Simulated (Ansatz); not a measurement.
Predict the output of the script below (Ansatz 0.2.0, Python API).

The script, `dimer_ch4si.py`:
```python
# -*- coding: utf-8 -*-
"""Interaction energy of two CH4Si molecules, with the counterpoise correction."""

import ansatz as az

FIRST = [
    ("C", (-0.7387, -0.5472, -0.2651)),
    ("Si", (0.6113, 0.4518, 0.2183)),
    ("H", (-1.4085, -0.9966, 0.4481)),
    ("H", (-0.9629, -0.7582, -1.2967)),
    ("H", (0.953, 0.766, 1.6007)),
    ("H", (1.5459, 1.0842, -0.7053)),
]
SECOND = [
    ("C", (-3.2508, -3.0737, 0.0125)),
    ("Si", (-4.8602, -2.4019, 0.124)),
    ("H", (-2.668, -3.323, 0.8829)),
    ("H", (-2.769, -3.2696, -0.9301)),
    ("H", (-5.5531, -2.1209, 1.3761)),
    ("H", (-5.6912, -2.0487, -1.0211)),
]

def energy(atoms, ghosts=()):
    molecule = az.Crystal.molecule()
    for symbol, xyz in atoms:
        molecule = molecule.atom(symbol, xyz)
    calc = (
        molecule.calculation()
        .basis(gaussian="cc-pVDZ")
        .functional("PBE0", dispersion="d4")
    )
    deck = calc.input()
    if ghosts:
        deck = deck.set(az.key.basis.gaussian.ghost_atoms, [{"symbol": s, "position_ang": list(xyz)} for s, xyz in ghosts])
    return az.Session.from_dict(deck).plan().execute().report["free_energy_ev"]


def main():
    # ghost atoms carry the functions of the partner
    both = energy(FIRST + SECOND)
    alone = energy(FIRST) + energy(SECOND)
    ghosted = energy(FIRST, SECOND) + energy(SECOND, FIRST)
    print(f"dimer {both:.6f} eV")
    print(f"interaction, uncorrected   {(both - alone):8.3f} eV")
    print(f"interaction, counterpoise  {(both - ghosted):8.3f} eV")
    print(f"basis-set superposition    {(alone - ghosted):8.3f} eV")


if __name__ == "__main__":
    main()
```

```console
$ python dimer_ch4si.py
dimer -17946.415133 eV
interaction, uncorrected     -0.053 eV
interaction, counterpoise    -0.035 eV
basis-set superposition       0.018 eV
```

Uncorrected it is -0.053 eV, with the counterpoise correction -0.035 eV; the difference, 0.02 eV, is the superposition error.

Total energies depend on the basis set; only differences at equal settings carry meaning. The dimer is a generated trial pose of unrelaxed monomers, not a minimum, so the figure is no binding energy, and the basis set is small. It ran for 16 s on 1 thread of Arm Neoverse N1 (shared host), peak memory 0.25 GiB.

(A comment or docstring line of the script was reworded after the run, the code is as it ran; lines on the test bed's own set-up are left out of the output.)
